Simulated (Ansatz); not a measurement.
# HfN: the cost of one run

Computed with Ansatz 0.2.0 (DFT PBE, scalar-relativistic, plane waves, PAW, unless a step's input says otherwise).

1 further run of the same task is left out (set aside as unsound or not needed). Runs told in other sessions of the task aren't counted.

### Step 1. Starting point

It takes space group Fm-3m (No. 225, cubic). The conventional cell has a = 4.548 Å, b = 4.548 Å, c = 4.548 Å, α = 90.00°, β = 90.00°, γ = 90.00°. Around Hf (site symmetry m-3m) lie 6 N at 2.27 Å. N (site symmetry m-3m) is surrounded by 6 Hf at 2.27 Å.

As a file:

```
Hf N
1.0
     0.00000    2.27390    2.27390
     2.27390    0.00000    2.27390
     2.27390    2.27390    0.00000
Hf N
1 1
Direct
  0.50000 0.50000 0.50000
  0.00000 0.00000 0.00000
```

It is the result of an earlier relaxation at this level (volume 11.76 Å³/atom; gap on the mesh: none (metal)).

### Step 2. Bulk reference on the slab's mesh

The input, input.yaml:

```yaml
crystal:
  lattice:
    - [4.5477932414, 0.0, 0.0]
    - [-2.2738966207, 5.0845874177, 0.0]
    - [0.0, -3.0507524506, 1.0169174835]
  atoms:
    - { symbol: Hf, position: [0.5, 0.0, 0.0] }
    - { symbol: "N", position: [0.0, 0.0, 0.0] }
basis:
  ecutwfc: 420
kpoints:
  mp_grid: { grid: [8, 7, 33] }
hamiltonian:
  xc: pbe
scf:
  occupations: { method: gaussian, width: 0.1 }
output:
  forces: true
  stress: true
  eigenvalues: true
```

On the command line:

```
> ansatz run input.yaml --threads 8 --pin off --max-ram 15360MiB --backend cpu --events-out ev --progress --plain --runs-dir out
```

**Question.** How long does this run take on 8 threads of AMD EPYC 7B13 (Zen 3), shared host, and how much memory does it need?

About 3 s, with a peak of 0.71 GiB.
